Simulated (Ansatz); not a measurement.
I need a geometry optimisation of CH5O2Si, SMILES CO[SiH]O. Use Ansatz 0.2.0 through its Python package. Use: PBE, def2-SVP basis, multiplicity 2.

```yaml
atoms:
  - { symbol: C, position_ang: [-0.6824, 1.1995, -0.1053] }
  - { symbol: O, position_ang: [-0.4630, -0.1135, -0.4403] }
  - { symbol: Si, position_ang: [1.0314, -0.7032, -0.1592] }
  - { symbol: O, position_ang: [1.0318, -2.3460, -0.1197] }
  - { symbol: H, position_ang: [-1.7677, 1.4497, -0.4063] }
  - { symbol: H, position_ang: [-0.6199, 1.4427, 0.9566] }
  - { symbol: H, position_ang: [-0.0609, 1.9277, -0.6821] }
  - { symbol: H, position_ang: [1.5497, -0.2190, 1.1779] }
  - { symbol: H, position_ang: [0.0695, -2.6842, -0.2388] }
```

Script `opt_ch5o2si.py`:
```python
import ansatz
from ase import Atoms
import numpy as np
import pandas as pd

atoms = Atoms(["C", "O", "Si", "O", "H", "H", "H", "H", "H"], positions=[
    [-0.6824, 1.1995, -0.1053],
    [-0.463, -0.1135, -0.4403],
    [1.0314, -0.7032, -0.1592],
    [1.0318, -2.346, -0.1197],
    [-1.7677, 1.4497, -0.4063],
    [-0.6199, 1.4427, 0.9566],
    [-0.0609, 1.9277, -0.6821],
    [1.5497, -0.219, 1.1779],
    [0.0695, -2.6842, -0.2388],
])
mol = ansatz.Crystal.molecule_from_ase(atoms)

model = (
    mol.calculation()
    .basis(gaussian="def2-SVP")
    .functional("pbe")
    .spin("collinear", total=1)
)
symbols = [site.symbol for site in mol.cartesian_sites]
start = np.array([site.position_ang for site in mol.cartesian_sites], dtype=float)
def progress(event):
    if event["event"] == "relax_step":
        row = event["data"]
        print(f"step {row['step']:3d}  E = {row['lagrangian_ev']:.6f} eV  max force {row['allowed_force_max_ev_ang']:.4f} eV/A")


rep = model.relax(force_tolerance=0.01).session().plan().execute(on_event=progress).report
end = np.array(rep["positions_ang"])

print(f"E = {rep['free_energy_ev']:.6f} eV = {rep['free_energy_ev'] / 27.211386246:.7f} Ha")
print("converged:", rep["converged"], " doubts:", rep["published_state_doubts"] or "none")

print("bond        before    after (A)")
for i, j in [(0, 1), (0, 4), (0, 5), (0, 6), (1, 2), (2, 3), (2, 7), (3, 8)]:
    d0, d1 = (np.linalg.norm(xyz[i] - xyz[j]) for xyz in (start, end))
    print(f"{symbols[i]}{i}-{symbols[j]}{j}".ljust(10), f"{d0:8.4f} {d1:8.4f}")

charges = rep["charge_distribution"]
table = pd.DataFrame({"atom": symbols, "mulliken": charges["mulliken_charges_e"], "lowdin": charges["lowdin_charges_e"]})
print(table.round(3).to_string())
print("dipole (e A):", np.round(charges["dipole_moment_e_ang"], 4) + 0.0)
```

```console
$ python opt_ch5o2si.py
step   1  E = -13073.672351 eV  max force 2.4355 eV/A
step   2  E = -13073.908554 eV  max force 1.3015 eV/A
step   3  E = -13073.978961 eV  max force 0.1969 eV/A
step   4  E = -13073.986896 eV  max force 0.1144 eV/A
step   5  E = -13073.983121 eV  max force 0.9559 eV/A
step   6  E = -13073.994606 eV  max force 0.1236 eV/A
step   7  E = -13073.998550 eV  max force 0.5800 eV/A
step   8  E = -13074.014573 eV  max force 0.1313 eV/A
step   9  E = -13074.019957 eV  max force 0.1369 eV/A
step  10  E = -13074.016911 eV  max force 0.3303 eV/A
step  11  E = -13074.023210 eV  max force 0.0625 eV/A
step  12  E = -13074.024643 eV  max force 0.0634 eV/A
step  13  E = -13074.024751 eV  max force 0.1212 eV/A
step  14  E = -13074.025008 eV  max force 0.1235 eV/A
step  15  E = -13074.025568 eV  max force 0.0209 eV/A
step  16  E = -13074.025703 eV  max force 0.0095 eV/A
step  17  E = -13074.025824 eV  max force 0.0195 eV/A
step  18  E = -13074.025864 eV  max force 0.0139 eV/A
step  19  E = -13074.025884 eV  max force 0.0067 eV/A
E = -13074.025919 eV = -480.4615906 Ha
converged: True  doubts: none
bond        before    after (A)
C0-O1        1.3727   1.4134
C0-H4        1.1537   1.1098
C0-H5        1.0912   1.1152
C0-H6        1.1177   1.1144
O1-Si2       1.6309   1.6884
Si2-O3       1.6433   1.6794
Si2-H7       1.5136   1.5201
O3-H8        1.0269   0.9741
  atom  mulliken  lowdin
0    C     0.130   0.066
1    O    -0.432  -0.042
2   Si     0.445   0.084
3    O    -0.346   0.044
4    H     0.039  -0.014
5    H     0.031  -0.015
6    H     0.030  -0.018
7    H    -0.087  -0.096
8    H     0.190  -0.009
dipole (e A): [-0.1096  0.2035 -0.2413]
```

Caveats:
- Total energies depend on the basis set; only differences at equal settings carry meaning.
- The end point is the stationary point reached from this start; no frequency run checks that it is a minimum, and the basis set is modest.
- The species is open-shell (spin multiplicity 2).
- The Löwdin charges here are taken after orthogonalising the functions within each atom; they differ from plain Löwdin charges, and their signs can be unphysical.
- Run time: 62 s on 1 thread of Intel(R) Xeon(R) Platinum 8375C CPU @ 2.90GHz (Ice Lake) (shared host), peak memory 0.26 GiB.

(Lines on the test bed's own set-up are left out of the output.)
